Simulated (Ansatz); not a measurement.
# AlGeN (triplet): wave-function methods side by side at a displaced geometry (v1), cc-pVDZ

The task here is to estimate one member of a computed series from the others.

Method: cc-pVDZ, core rule «outside noble gas», up to 20 orbitals frozen; program: Ansatz 0.2.0, Gaussian basis.

The runs, in order: UHF; CCSD(T) on ROHF; CCSD(T) on UHF; BCCD(T) on ROHF; CISD as a restricted active space (open shells left free, so some higher excitations enter); CCSDT(Q) on ROHF.

21 further runs of the same task are left out: 8 that didn't finish, 13 set aside as unsound or not needed. Runs told in other sessions of the task aren't counted.

**What is computed**

The geometry is a PBE0/def2-TZVP stationary point (not a proven minimum) with its atoms shifted at random (size 0.040 Å). No spin-orbit coupling is included. The filled d shell of Ge may be among the frozen orbitals whatever the setting's name suggests.

3 atoms, charge 0, spin multiplicity 3.

Atoms are counted from 1 here; the program's logs count them from 0.

Bond lengths: Al1–Ge2 2.644 Å, Ge2–N3 1.779 Å. Angles: Al1–Ge2–N3 128.9°.

Set-up of the first run:

File in.yaml:

```yaml
crystal:
  periodic: [false, false, false]
  atoms:
    - {symbol: Al, position_ang: [-0.005277, -0.263642, 2.144557]}
    - {symbol: Ge, position_ang: [-0.006110, 0.265015, -0.445941]}
    - {symbol: N, position_ang: [0.041854, -0.866528, -1.818434]}
basis:
  gaussian: {orbitals: cc-pVDZ}
magnetization: {spin_polarized: true, initial_magnetization: 2}
hamiltonian: {xc: hf}
output: {orbitals: {seedname: orbitals}}
```

Launch:

```sh
$ ansatz run in.yaml --threads 1 --pin off --events-out ev --progress --plain --max-ram 2393MiB
```

Among the steps run: UHF; CCSD(T) on ROHF; CCSD(T) on UHF; BCCD(T) on ROHF; CISD as a restricted active space (open shells left free, so some higher excitations enter); CCSDT(Q) on ROHF.

One table of the session follows, with a row left open; its other results are not shown here.

It belongs to the step «Misses and costs». 

| method | from RCCSDT(Q) (meV) |
| --- | --- |
| RMP2 | +1746.5 |
| UMP2 | +1869.4 |
| RCCSD | +774.8 |
| UCCSD | ? |
| RCCSD(T) | +314.3 |
| UCCSD(T) | +332.4 |
| BCCD(T) | +330.8 |
| RCCSDT | +139.0 |
| RCCSDT(Q) | 0 |

Estimate the missing values for UCCSD.

**Answer.** from RCCSDT(Q) (meV): +778.8. In the column «from RCCSDT(Q) (meV)» it lies between RCCSD (+774.8) and RMP2 (+1746.5).

Not comparable, so not listed: CISD as a restricted active space (open shells left free, so some higher excitations enter) (they don't share determinant, frozen orbitals or solution with the rows shown, or repeat one).

Left out of the table: ROHF, UHF (another determinant or state than the rows shown).

To keep in mind: The determinant of HF (⟨S²⟩ 2.94) is far from a pure spin state, so its energy mixes those of several spin states; that is harmless only where they are near-degenerate. Warnings: spin contamination; coupled cluster took another determinant than the lowest; large T1 diagnostic. Restricted and unrestricted rows rest on different reference determinants; a gap between their highest levels can come from leftover correlation error, from unlike frozen cores or from another state.
